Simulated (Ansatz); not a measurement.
Working through a polarisability from point charges of CH₃ClTe, SMILES ClC[TeH]

Program: Ansatz 0.2.0 through its Python package.

Typed at the interpreter:
```pycon
>>> import ansatz as az
>>> import numpy as np
>>> geometry_ang = [
...     ("Cl", (-1.9219, 0.0239, -0.8758)),
...     ("C", (-0.256, -0.0982, -0.4615)),
...     ("Te", (-0.0057, 0.4431, 1.5802)),
...     ("H", (0.1427, -1.1353, -0.6188)),
...     ("H", (0.3564, 0.5678, -1.1213)),
...     ("H", (1.7265, 0.1348, 1.451)),
... ]
>>> system = az.Crystal.molecule()
>>> for symbol, xyz in geometry_ang:
...     system = system.atom(symbol, xyz)
...
>>> setup = system.calculation()
>>> setup = setup.basis(gaussian="def2-SVPD")
>>> setup = setup.correlation("mp2")
>>> setup = setup.accuracy("medium")
>>> setup = setup.forces()
>>> centre = np.mean([site.position_ang for site in system.cartesian_sites], axis=0)
>>> field = 2 * 14.399645 * 4.0 / 30.0 ** 2
>>> def dipole(axis, sign):
...     arm = 30.0 * np.eye(3)[axis]
...     pair = [{"charge": sign * 4.0, "position_ang": (centre - arm).tolist()}, {"charge": -sign * 4.0, "position_ang": (centre + arm).tolist()}]
...     deck = setup.input().set(az.key.basis.gaussian.point_charges, pair)
...     return np.array(az.Session.from_dict(deck).plan().execute().report["charge_distribution"]["dipole_moment_e_ang"])
...
>>> print(f"field {field:.4f} V/A")
field 0.1280 V/A
>>> alpha = np.array([(dipole(axis, 1) - dipole(axis, -1)) / (2 * field) * 14.399645 for axis in range(3)])
>>> print("polarisability tensor (A^3)")
polarisability tensor (A^3)
>>> print(np.array2string(alpha, precision=3, suppress_small=True))
[[10.874  0.114  1.442]
 [ 0.111  8.956  0.383]
 [ 1.428  0.381 11.071]]
>>> print(f"mean {np.trace(alpha) / 3:.3f} A^3 = {np.trace(alpha) / 3 / 0.14818471:.2f} bohr^3")
mean 10.300 A^3 = 69.51 bohr^3
```

These settings explore the input space; basis and method may be short of convergence. The geometry is a force-field or estimated start, not a minimum of this method, and the basis set is short of its limit. The field of two point charges is only nearly even. def2 sets replace the cores of elements past krypton by effective core potentials. Timing: 33 s on 1 thread of Arm Neoverse V1, on a shared host, peak memory 0.33 GiB.
